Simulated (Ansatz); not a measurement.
Working through an atomisation energy of H3Sb, SMILES [SbH3]

With Ansatz 0.2.0 through its Python package.

At the Python prompt:
```pycon
>>> from collections import Counter
>>> import ansatz as az
>>> from ase import Atoms
>>> BASIS_SET = "def2-SVP"
>>> FUNCTIONAL = "b3lyp"
>>> VDW = "d4"
>>> def energy(molecule, charge=0, unpaired=0):
...     calc = (
...         molecule.calculation()
...         .basis(gaussian=BASIS_SET)
...         .functional(FUNCTIONAL, dispersion=VDW)
...     )
...     if charge:
...         calc = calc.charge(charge)
...     if unpaired:
...         calc = calc.spin("collinear", total=unpaired)
...     return calc.run(threads=1, pin="off").report["free_energy_ev"]
...
>>> atoms = Atoms(["Sb", "H", "H", "H"], positions=[
...     (0.47022, -0.32049, -0.47804),
...     (0.80499, 0.07805, 1.12298),
...     (-1.01338, -0.94304, 0.01739),
...     (-0.26183, 1.18548, -0.66233),
... ])
>>> system = az.Crystal.molecule_from_ase(atoms)
>>> unpaired = {"Sb": 3, "H": 1}
>>> counts = Counter(site.symbol for site in system.cartesian_sites)
>>> atom_energy = {s: energy(az.Crystal.molecule().atom(s, (0, 0, 0)), 0, unpaired[s]) for s in counts}
>>> whole = energy(system, 0, 0)
>>> for s, e in atom_energy.items():
...     print(f"{s:2s} x{counts[s]}  {e:14.5f} eV")
...
Sb x1     -6538.57357 eV
H  x3       -13.63995 eV
>>> print(f"H3Sb: {whole:.5f} eV")
H3Sb: -6588.04255 eV
>>> split = sum(counts[s] * e for s, e in atom_energy.items()) - whole
>>> print(f"atomisation energy (no zero-point term): {96.485332 * split:.1f} kJ/mol, {split / sum(counts.values()):.3f} eV an atom")
atomisation energy (no zero-point term): 824.9 kJ/mol, 2.137 eV an atom
```

824.9 kJ/mol from the electronic energies, without the zero-point term.

Caveats:
- Total energies depend on the basis set; only differences at equal settings carry meaning.
- The geometry is a force-field or estimated start, not a minimum of this method, and the basis set is short of its limit. All parts are taken at fixed geometry, without zero-point energy.
- def2 sets replace the cores of elements past krypton by effective core potentials.
- b3lyp holds the VWN-RPA fit, as in Gaussian; the form of ORCA and Turbomole is b3lyp5.
- The spin-orbit lowering of heavy atoms is left out.
- Finished in 1.4 s on 1 thread of Arm Neoverse V2, on a shared host, peak memory 0.16 GiB.
